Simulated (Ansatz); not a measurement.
# CH₃FOSSi: one species, many methods

One table from this session's results is given with a row withheld; the runs are named, their logs left out.

Program: Ansatz 0.2.0, Gaussian basis. Level of theory: functionals in def2-TZVPP, the program's frozen cores in correlated methods. These are calculated values, not measurements.

Levels to be run: LDA (SPW92), PBE-D4, revPBE-D4, BLYP-D4, r2SCAN-D4, B97M-V, PBE0-D4, B3LYP-D4, r2SCANh-D4, r2SCAN0-D4, HSE06-D4, BHLYP-D4, CAM-B3LYP-D4, LC-ωPBE, ωB97X-V, ωB97M-V, B2PLYP, PBE-QIDH; CCSD(T)/def2-SVP; CCSD(T)/def2-TZVPP; MP2/def2-QZVPP; extrapolation to the limit; RPA on PBE.

## The relaxed structure

The geometry comes from an earlier relaxation with PBE0-D4 in a triple-zeta def2 set; it is a stationary point, not always the lowest conformer.

SMILES `O[C@@H]1S[Si@H]1F`, 8 atoms, charge 0, spin multiplicity 1.

Atoms are counted from 1 here; the program's logs count them from 0.

Bond lengths: O1–C2 1.373 Å, O1–H6 0.963 Å, C2–S3 1.937 Å, C2–Si4 1.834 Å, C2–H7 1.089 Å, S3–Si4 2.058 Å, Si4–F5 1.589 Å, Si4–H8 1.471 Å. Angles: C2–O1–H6 109.6°, O1–C2–S3 116.7°, O1–C2–Si4 120.2°, O1–C2–H7 115.2°, S3–C2–Si4 66.1°, S3–C2–H7 107.6°, Si4–C2–H7 120.0°, C2–S3–Si4 54.5°, C2–Si4–S3 59.4°, C2–Si4–F5 119.8°, C2–Si4–H8 121.8°, S3–Si4–F5 119.9°, S3–Si4–H8 121.7°, F5–Si4–H8 107.8°.

Coordinates:

| atom | x (Å) | y (Å) | z (Å) |
| --- | --- | --- | --- |
| O1 | 1.3629 | -0.2732 | -1.0023 |
| C2 | 0.3531 | 0.4107 | -0.3727 |
| S3 | 0.4803 | 0.5703 | 1.5540 |
| Si4 | -0.9515 | -0.5028 | 0.5366 |
| F5 | -2.4530 | 0.0170 | 0.4966 |
| H6 | 2.1406 | 0.2905 | -1.0703 |
| H7 | 0.1456 | 1.4027 | -0.7719 |
| H8 | -0.9859 | -1.9724 | 0.5740 |

The first run:

The input, in.yaml:

```yaml
crystal:
  periodic: [false, false, false]
  atoms:
    - {symbol: O, position_ang: [1.362918, -0.273173, -1.002254]}
    - {symbol: C, position_ang: [0.353080, 0.410723, -0.372659]}
    - {symbol: S, position_ang: [0.480317, 0.570262, 1.554006]}
    - {symbol: Si, position_ang: [-0.951464, -0.502752, 0.536630]}
    - {symbol: F, position_ang: [-2.452995, 0.017018, 0.496604]}
    - {symbol: H, position_ang: [2.140622, 0.290532, -1.070298]}
    - {symbol: H, position_ang: [0.145622, 1.402711, -0.771948]}
    - {symbol: H, position_ang: [-0.985899, -1.972423, 0.574021]}
basis:
  gaussian: {orbitals: def2-TZVPP}
hamiltonian: {xc: lda}
output: {orbitals: {seedname: orbitals}}
```

On the command line:

```
$ ansatz run in.yaml --threads 2 --pin off --events-out ev --progress --plain --max-ram 4352MiB
```

Steps of the session up to this table: LDA; PBE-D4 (GGA); revPBE-D4 (GGA); BLYP-D4 (GGA); r2SCAN-D4 (meta-GGA); B97M-V (meta-GGA); B3LYP-D4 (hybrid); r2SCANh-D4 (hybrid); r2SCAN0-D4 (hybrid); HSE06-D4 (hybrid); BHLYP-D4 (hybrid); CAM-B3LYP-D4 (range-separated); LC-ωPBE (range-separated); ωB97X-V (range-separated); ωB97M-V (range-separated); B2PLYP (double hybrid); PBE-QIDH (double hybrid).

One table of the session follows, with a row left open; its other results are not shown here.

It belongs to the step «Frontier levels by functional». 

| functional | HOMO (eV) | gap (eV) |
| --- | --- | --- |
| LDA (SPW92) | -6.48 | 5.11 |
| PBE-D4 | -6.32 | 5.18 |
| revPBE-D4 | -6.26 | 5.21 |
| BLYP-D4 | -6.14 | 5.10 |
| r2SCAN-D4 | -6.58 | 5.70 |
| B97M-V | -6.66 | 5.77 |
| PBE0-D4 | -7.55 | 7.37 |
| B3LYP-D4 | -7.28 | 6.85 |
| r2SCANh-D4 | -7.04 | 6.51 |
| r2SCAN0-D4 | -7.72 | 7.71 |
| HSE06-D4 | -7.15 | 6.59 |
| BHLYP-D4 | -8.61 | 9.41 |
| CAM-B3LYP-D4 | -8.85 | 9.75 |
| LC-ωPBE | -10.27 | 12.40 |
| ωB97X-V | -9.89 | 11.90 |
| ωB97M-V | ? | ? |

**Question.** Estimate the row for ωB97M-V.

The run gave: HOMO (eV): -9.72; gap (eV): 11.47. In the column «HOMO (eV)» it lies between ωB97X-V (-9.89) and CAM-B3LYP-D4 (-8.85).
